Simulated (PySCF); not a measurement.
# Cd: interval between two levels with spin-orbit coupling

Aim: the interval between two levels of cadmium from differences of total energies, at each level of theory, and how far each lands from the tabulated value where there is one.

Program: PySCF 2.14.0. Level of theory: two-component X2C-1e, generalised determinants. These are calculated values, not measurements, unless marked.

**1. The atom as given**

```
Element                                   : cadmium (Z = 48)
Basis                                     : x2c-TZVPall-2c with one added diffuse shell each of s, p, d type (9s10p8d1f, 86 functions)
Hamiltonian                               : two-component X2C-1e, Gaussian nucleus, no Breit or QED terms; spin-orbit coupling, run by run: off; screened by Boettger's factors
Core shells frozen in the correlated runs : [Ar] 3d10 (for Cd)
State 1                                   : Cd 4d9 5s2 5p1 3F4: [Kr] 4d9 5s2 5p1; 4d3/2 filled at m_j = -3/2, -1/2, +1/2, +3/2; 4d5/2 filled at m_j = -3/2, -1/2, +1/2, +3/2, +5/2; 5p3/2 filled at m_j = +3/2
Needed too, but not shown                 : Cd [Kr] 4d10 5s2 (1S)
Methods                                   : GHF, GMP2
```

The outer shells:

Cd [Kr] 4d9 5s2 5p1
```
[Kr] core
4d [↑↓][↑↓][↑↓][↑↓][↑ ]
5s [↑↓]
5p [↑ ][  ][  ]
```

A driver program built on PySCF's X2C-1e integrals ran all steps in one process from the settings above; there is no separate input file.

It was started by

```console
OMP_NUM_THREADS=1 python sorun2.py TASK.json OUT
```

The integrals over 86 functions and the set-up took 2.8 s of CPU time.

**2. Cd 4d9 5s2 5p1 3F4**

Level: GHF (spin-free).

Standard output:

```text
cycle= 1 E= -5590.3230671810  delta_E= -5.59e+03  |FDS-SDF|= 0.0201
cycle= 2 E= -5590.3573187384  delta_E= -0.0343  |FDS-SDF|= 0.00997
cycle= 3 E= -5590.3638408310  delta_E= -0.00652  |FDS-SDF|= 0.00375
cycle= 4 E= -5590.3665175856  delta_E= -0.00268  |FDS-SDF|= 0.00172
cycle= 5 E= -5590.3673266934  delta_E= -0.000809  |FDS-SDF|= 0.000391
cycle= 6 E= -5590.3673630453  delta_E= -3.64e-05  |FDS-SDF|= 0.0001
cycle= 7 E= -5590.3673655737  delta_E= -2.53e-06  |FDS-SDF|= 2.88e-05
cycle= 8 E= -5590.3673657616  delta_E= -1.88e-07  |FDS-SDF|= 4.22e-06
cycle= 9 E= -5590.3673657645  delta_E= -2.87e-09  |FDS-SDF|= 8.05e-07
```

It took 2.9 s on 1 thread of AMD EPYC 7R43, shared host, the integrals not counted.

Occupied spinors (without spin-orbit coupling the j labels only name the start):

```
spinor shell  electrons  mean energy (eV)  weight of the nominal j  rms radius (bohr)
       1s1/2          2          -26853.4                    1.000             0.0348
       2s1/2          2           -4081.5                    1.000              0.142
       2p3/2          4           -3655.8                    0.833              0.127
       2p1/2          2           -3656.1                    0.667              0.127
       3s1/2          2           -804.84                    1.000              0.381
       3p3/2          4           -661.60                    0.833              0.383
       3p1/2          2           -662.01                    0.667              0.383
       3d5/2          6           -438.21                    0.800              0.364
       3d3/2          4           -438.66                    0.700              0.363
       4s1/2          2           -135.79                    1.000              0.937
       4p3/2          4           -90.477                    0.833               1.03
       4p1/2          2           -92.078                    0.667               1.03
       4d5/2          5           -25.516                    0.760               1.34
       4d3/2          4           -25.984                    0.700               1.32
       5s1/2          2           -10.442                    0.999               3.00
       5p3/2          1            -5.472                    1.000               4.04
```

M_J = 4, ⟨J²⟩ = 20.019, ⟨L²⟩ = 12.016, ⟨S²⟩ = 2.004.

Level: GMP2 (spin-free).

This step left no log, only its results.

Time after the integrals: 0.47 s (1 thread of AMD EPYC 7R43, shared host).

With 20 electrons correlated and 6 very high virtual spinors dropped, the MP2 correlation energy is -0.52997 hartree. Largest pairs: 4d3/2-4d5/2 -0.1096, 4d5/2-4d5/2 -0.0660, 4d5/2-4p3/2 -0.0546, 4d3/2-4d3/2 -0.0428, 4d3/2-4p3/2 -0.0392.

Level: GHF (screened spin-orbit).

Standard output:

```text
cycle= 1 E= -5591.4536192600  delta_E= -5.59e+03  |FDS-SDF|= 0.0275
cycle= 2 E= -5591.4900000509  delta_E= -0.0364  |FDS-SDF|= 0.0101
cycle= 3 E= -5591.4968105126  delta_E= -0.00681  |FDS-SDF|= 0.0045
cycle= 4 E= -5591.4989424913  delta_E= -0.00213  |FDS-SDF|= 0.00179
cycle= 5 E= -5591.4997560286  delta_E= -0.000814  |FDS-SDF|= 0.000431
cycle= 6 E= -5591.4998034361  delta_E= -4.74e-05  |FDS-SDF|= 0.00011
cycle= 7 E= -5591.4998063123  delta_E= -2.88e-06  |FDS-SDF|= 2.77e-05
cycle= 8 E= -5591.4998064905  delta_E= -1.78e-07  |FDS-SDF|= 5.44e-06
cycle= 9 E= -5591.4998064968  delta_E= -6.3e-09  |FDS-SDF|= 1.01e-06
cycle= 10 E= -5591.4998064969  delta_E= -9.28e-11  |FDS-SDF|= 1.64e-07
```

Time after the integrals: 3.1 s (1 thread of AMD EPYC 7R43, shared host).

The outer occupied spinors:

```
spinor shell  electrons  mean energy (eV)  weight of the nominal j  rms radius (bohr)
       3d5/2          6           -435.34                    1.000              0.365
       4s1/2          2           -135.81                    1.000              0.937
       4p1/2          2           -96.088                    0.989               1.01
       4p3/2          4           -88.708                    0.994               1.04
       4d3/2          4           -26.501                    0.914               1.32
       4d5/2          5           -25.247                    0.931               1.34
       5s1/2          2           -10.478                    0.999               3.00
       5p3/2          1            -5.384                    1.000               4.09
```

M_J = 4, ⟨J²⟩ = 20.019, ⟨L²⟩ = 12.031, ⟨S²⟩ = 2.019.

Level: GMP2 (screened spin-orbit).

The driver printed no log here.

Time after the integrals: 0.47 s (1 thread of AMD EPYC 7R43, shared host).

With 20 electrons correlated and 6 very high virtual spinors dropped, the MP2 correlation energy is -0.53049 hartree. Largest pairs: 4d3/2-4d5/2 -0.1157, 4d5/2-4d5/2 -0.0626, 4d5/2-4p3/2 -0.0540, 4d3/2-4d3/2 -0.0402, 4d3/2-4p3/2 -0.0401.

**3. The energy differences**

Interval between two levels: Cd [Kr] 4d10 5s2 → Cd [Kr] 4d9 5s2 5p1 [4d3/2^4 4d5/2^5 5p3/2^1, M_J = 4].

```
                    method  value (eV)
           GHF (spin-free)      11.103
          GMP2 (spin-free)      11.917
 GHF (screened spin-orbit)      10.895
GMP2 (screened spin-orbit)      11.699
```

The differences also use runs on Cd [Kr] 4d10 5s2 (1S), which are not shown here.

**4. Results**

```
                                         quantity                                                         value
interval between two levels, Cd → 4d9 5s2 5p1 3F4  GHF (spin-free) 11.103, GMP2 (screened spin-orbit) 11.699 eV
```

**Reading.** The methods span 1.022 eV, from GHF (screened spin-orbit) (10.895) to GMP2 (spin-free) (11.917). No reference value is at hand in this session. Spin-orbit coupling moves the difference by -0.218 eV at GMP2. The basis is finite, and no extrapolation was made.
